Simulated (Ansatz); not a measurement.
**C4H10Cd: taking an electron away**

How much energy removes an electron from C4H10Cd at fixed geometry? The cation is run at each level and the neutral's energy taken from earlier runs.

The runs use Ansatz 0.2.0, Gaussian basis; unrestricted cation, the program's frozen cores in correlated methods.

Levels to be run: UKS PBE-D4/def2-TZVPP; UKS r2SCAN-D4/def2-TZVPP; UKS PBE0-D4/def2-TZVPP; UKS B3LYP-D4/def2-TZVPP; UKS wB97X-V/def2-TZVPP; UKS wB97M-V/def2-TZVPP; UKS B2PLYP/def2-TZVPP; UHF-CCSD(T)/def2-TZVPP; UHF-MP2/def2-QZVPP; extrapolation to the limit; then −ε(HOMO) from the neutral's earlier runs with LDA (SPW92), PBE-D4, revPBE-D4, BLYP-D4, r2SCAN-D4, B97M-V, PBE0-D4, B3LYP-D4, r2SCANh-D4, r2SCAN0-D4, HSE06-D4, BHLYP-D4, CAM-B3LYP-D4, LC-ωPBE, ωB97X-V, ωB97M-V.

### Step 1. The geometry

The geometry comes from an earlier relaxation with PBE0-D4 in a triple-zeta def2 set; it is a stationary point, not always the lowest conformer. Cd takes the def2 core potential; no spin-orbit term is included.

15 atoms, charge 0, spin multiplicity 1.

Atoms are counted from 1 here; the program's logs count them from 0.

Bond lengths: C1–Cd2 2.119 Å, C1–H6 1.092 Å, C1–H7 1.092 Å, C1–H8 1.092 Å, Cd2–C3 2.144 Å, C3–C4 1.524 Å, C3–C5 1.524 Å, C3–H9 1.097 Å, C4–H10 1.095 Å, C4–H11 1.099 Å, C4–H12 1.094 Å, C5–H13 1.095 Å, C5–H14 1.099 Å, C5–H15 1.094 Å. Angles: Cd2–C1–H6 110.6°, Cd2–C1–H7 110.6°, Cd2–C1–H8 110.5°, H6–C1–H7 108.4°, H6–C1–H8 108.4°, H7–C1–H8 108.4°, C1–Cd2–C3 180.0°, Cd2–C3–C4 112.2°, Cd2–C3–C5 112.2°, Cd2–C3–H9 105.0°, C4–C3–C5 110.9°, C4–C3–H9 108.1°, C5–C3–H9 108.1°, C3–C4–H10 111.9°, C3–C4–H11 111.0°, C3–C4–H12 112.6°, H10–C4–H11 106.6°, H10–C4–H12 107.3° and more.

### Step 2. Cation, UKS PBE-D4/def2-TZVPP

File in.yaml:

```yaml
crystal:
  periodic: [false, false, false]
  atoms:
    - {symbol: C, position_ang: [-2.172094, 1.237514, 2.177692]}
    - {symbol: Cd, position_ang: [-0.927015, 0.500689, 0.629458]}
    - {symbol: C, position_ang: [0.332011, -0.244244, -0.937725]}
    - {symbol: C, position_ang: [0.571883, -1.744295, -0.819620]}
    - {symbol: C, position_ang: [1.651623, 0.512519, -1.024787]}
    - {symbol: H, position_ang: [-2.536101, 0.417557, 2.800320]}
    - {symbol: H, position_ang: [-1.622104, 1.934336, 2.813648]}
    - {symbol: H, position_ang: [-3.034428, 1.760834, 1.759262]}
    - {symbol: H, position_ang: [-0.227356, -0.060722, -1.862870]}
    - {symbol: H, position_ang: [1.105065, -2.001283, 0.101435]}
    - {symbol: H, position_ang: [1.188967, -2.111732, -1.652032]}
    - {symbol: H, position_ang: [-0.357913, -2.319817, -0.828388]}
    - {symbol: H, position_ang: [2.251086, 0.393840, -0.116365]}
    - {symbol: H, position_ang: [2.265976, 0.139565, -1.856766]}
    - {symbol: H, position_ang: [1.510409, 1.585259, -1.183261]}
basis:
  gaussian: {orbitals: def2-TZVPP}
total_charge: 1
magnetization: {spin_polarized: true, initial_magnetization: 1}
hamiltonian: {xc: pbe, dispersion: d4}
```

On the command line:

```console
$ ansatz run in.yaml --threads 2 --pin off --events-out ev --progress --plain --max-ram 22528MiB --backend cuda --devices 0, --max-vram 18GiB
```

The runs that follow: Cation, UKS r2SCAN-D4/def2-TZVPP; Cation, UKS PBE0-D4/def2-TZVPP; Cation, UKS B3LYP-D4/def2-TZVPP; Cation, UKS wB97X-V/def2-TZVPP; Cation, UKS wB97M-V/def2-TZVPP; Cation, UKS B2PLYP (frozen core)/def2-TZVPP; Cation, UHF-CCSD(T)/def2-TZVPP; Cation, UHF-MP2/def2-QZVPP.

**Question.** What will the summary of the whole plan be? Wanted: ionisation energy, CCSD(T)/CBS; nearest functional by difference; nearest −ε(HOMO); −ε(HOMO) of PBE; T1 of the cation.

As calculated:

| quantity | value |
| --- | --- |
| ionisation energy, CCSD(T)/CBS | 8.35 eV |
| nearest functional by difference | ωB97M-V (-0.13 eV) |
| nearest −ε(HOMO) | ωB97M-V (-0.01 eV) |
| −ε(HOMO) of PBE | 5.22 eV |
| T1 of the cation | 0.019 |

**Reading.** Energy differences with functionals land within 0.47 eV of the reference. The PBE orbital energy is 3.1 eV too small: a semilocal HOMO is no ionisation energy. Among orbital estimates ωB97M-V comes nearest. Hartree-Fock falls 1.31 eV short, as the neutral has more correlation energy than the cation. Correlated methods include outer-core shells of Cd, which these sets cover unevenly.
